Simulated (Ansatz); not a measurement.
# CHGeSi: the cost of one run

Method: cc-pVDZ, all electrons in the functionals, frozen cores in the correlation of double hybrids and RPA; program: Ansatz 0.2.0, Gaussian basis.

Plan: wB97M-V, B2PLYP, RPA-PBE, at charge 0, quartet; charge 0, doublet; charge 0, sextet; charge 1, triplet; charge 1, quintet; displaced geometry v1; displaced geometry v2.

27 further runs of the same task are left out: 15 that didn't finish, 12 set aside as unsound or not needed. Runs told in other sessions of the task aren't counted.

### Step 1. The system

The geometry is a PBE0/def2-TZVP stationary point (not a proven minimum). No spin-orbit coupling is included. The filled d shell of Ge may be among the frozen orbitals whatever the setting's name suggests.

4 atoms, charge 0, spin multiplicity 4.

Atoms are counted from 1 here; the program's logs count them from 0.

Bond lengths: C1–Ge2 1.904 Å, Ge2–Si3 2.327 Å, Si3–H4 1.543 Å. Angles: C1–Ge2–Si3 165.2°, Ge2–Si3–H4 77.6°.

No dispersion term is added; wB97M-V holds VV10 nonlocal correlation.

The geometry shown and the zero of energy belong to the point charge 0, quartet. The yardstick, UCCSD(T), and other wave-function levels (R restricted, U unrestricted, valence and pair active spaces) come from earlier runs.

### Step 2. wB97M-V, charge 0, quartet

Contents of in.yaml:

```yaml
crystal:
  periodic: [false, false, false]
  atoms:
    - {symbol: C, position_ang: [0.000000, -0.214501, 2.273453]}
    - {symbol: Ge, position_ang: [0.000000, 0.078542, 0.391845]}
    - {symbol: Si, position_ang: [0.000000, -0.160665, -1.922927]}
    - {symbol: H, position_ang: [0.000000, 1.372452, -1.749119]}
basis:
  gaussian: {orbitals: cc-pVDZ}
magnetization: {spin_polarized: true, initial_magnetization: 3}
hamiltonian: {xc: {name: wB97M-V}}
output: {orbitals: {seedname: orbitals}}
```

Launch:

```sh
ansatz run in.yaml --threads 1 --pin off --events-out ev --progress --plain --max-ram 2393MiB
```

Q: Estimate wall time and peak memory on 1 thread of Arm Neoverse V1, shared host.

About 36 s, with a peak of 0.29 GiB.
